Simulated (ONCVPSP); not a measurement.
# Phosphorus: generating and testing an ONCV potential

Aim: build the potential from the settings below, then test how well it stands in for the atom: other configurations, scattering, ghost states and the plane-wave cutoff that it needs.

The numbers are computed with ONCVPSP 4.0.1 (LDA (Perdew-Zunger), non-relativistic, spin-unpolarised reference atom).

### Step 1. Settings

Typed settings, in words:

| Item | Value |
| --- | --- |
| element | phosphorus (P, Z = 15) |
| type | optimised norm-conserving Vanderbilt (ONCV) |
| frozen core | [Ne] |
| valence charge | 5 |
| reference configuration | 3s1.75 3p3.25 |
| partial waves | 3s: rc 1.50 bohr, ncon 4, nbas 7, qcut 4.9 1/bohr, 3 projectors, debl 1.3 Ha; 3p: rc 1.65 bohr, ncon 4, nbas 8, qcut 5.5 1/bohr, 2 projectors, debl 2.3 Ha |
| local potential | polynomial inside 1.15 bohr (lpopt 5, dvloc0 6 Ha) |
| core correction | Teter function fitted to the true core (icmod 2), fcfact 0.3 |

An earlier all-electron run gives the scale for the radii.

All-electron outer shells of the reference configuration (LDA (Perdew-Zunger), non-relativistic, ld1.x):

```
shell  level (eV)  outermost node (bohr)  outermost maximum (bohr)
   2s     -172.60                   0.14                      0.42
   2p     -124.90                      –                      0.36
   3s      -14.13                   0.66                      1.58
   3p       -5.76                   0.64                      1.83
```

### Step 2. The generation run

The input, P.dat:

```
# ATOM AND REFERENCE CONFIGURATION
# atsym  z   nc   nv     iexc    psfile
  P 15.00    3    2        3      upf
#
#   n    l    f
    1    0    2.00
    2    0    2.00
    2    1    6.00
    3    0    1.75
    3    1    3.25
#
# PSEUDOPOTENTIAL AND OPTIMIZATION
# lmax
    1
#
#   l,   rc,      ep,       ncon, nbas, qcut
    0    1.50    0.00    4    7    4.90
    1    1.65    0.00    4    8    5.50
#
# LOCAL POTENTIAL
# lloc, lpopt,  rc(5),   dvloc0
    4    5    1.15    6.00
#
# VANDERBILT-KLEINMAN-BYLANDER PROJECTORs
# l, nproj, debl
    0    3    1.30
    1    2    2.30
#
# MODEL CORE CHARGE
# icmod, fcfact, rcfact
    2    0.30    0.70
#
# LOG DERIVATIVE ANALYSIS
# epsh1, epsh2, depsh
   -2.00    5.00    0.02
#
# OUTPUT GRID
# rlmax, drl
    6.00    0.01
#
# TEST CONFIGURATIONS
# ncnf
    4
# nvcnf
#   n    l    f
    2
    3    0    2.00
    3    1    3.00
#
    2
    3    0    2.00
    3    1    2.00
#
    2
    3    0    2.00
    3    1    1.00
#
    2
    3    0    2.00
    3    1    2.50
#
```

The run is started by

```bash
$ oncvpspnr.x < P.dat > P.out
```

**Question.** What will these runs give? Wanted: cutoffs for 1 and 0.1 mHa per electron, occupied waves; bound ghosts; GHOST(+) flags; largest test error; largest phase difference near zero energy, channels read; rms error of d²Exc/dn², without and with the model core.

**Answer**, as computed:

| quantity | value |
| --- | --- |
| cutoffs for 1 and 0.1 mHa per electron, occupied waves | 10 Ha and 18 Ha |
| bound ghosts | s at -141.55 eV |
| GHOST(+) flags | s at 1251 eV |
| largest test error (AE − PS) | +16 meV, for 3s2 3p1 |
| largest phase difference near zero energy, channels read | 0.000 rad |
| rms error of d²Exc/dn², without and with the model core | 3.59 and 0.78 mHa |

A bound ghost (s) makes it unfit for use: electrons can fall into a state that the atom doesn't have. By total energies transferability is good: the largest error is 16 meV on 27.0 eV, for 3s2 3p1. Atomic tests can pass in spite of a ghost, since they solve only for the levels asked. It counts as soft on the atom at that tolerance, with 10 Ha needed at the looser tolerance. At the looser tolerance the 3s wave is the slowest; 3p needs 5 Ha. Near zero energy the phases of the channels with partial waves agree within 0.001 rad. The program also flags highly localised states, GHOST(+) (s).
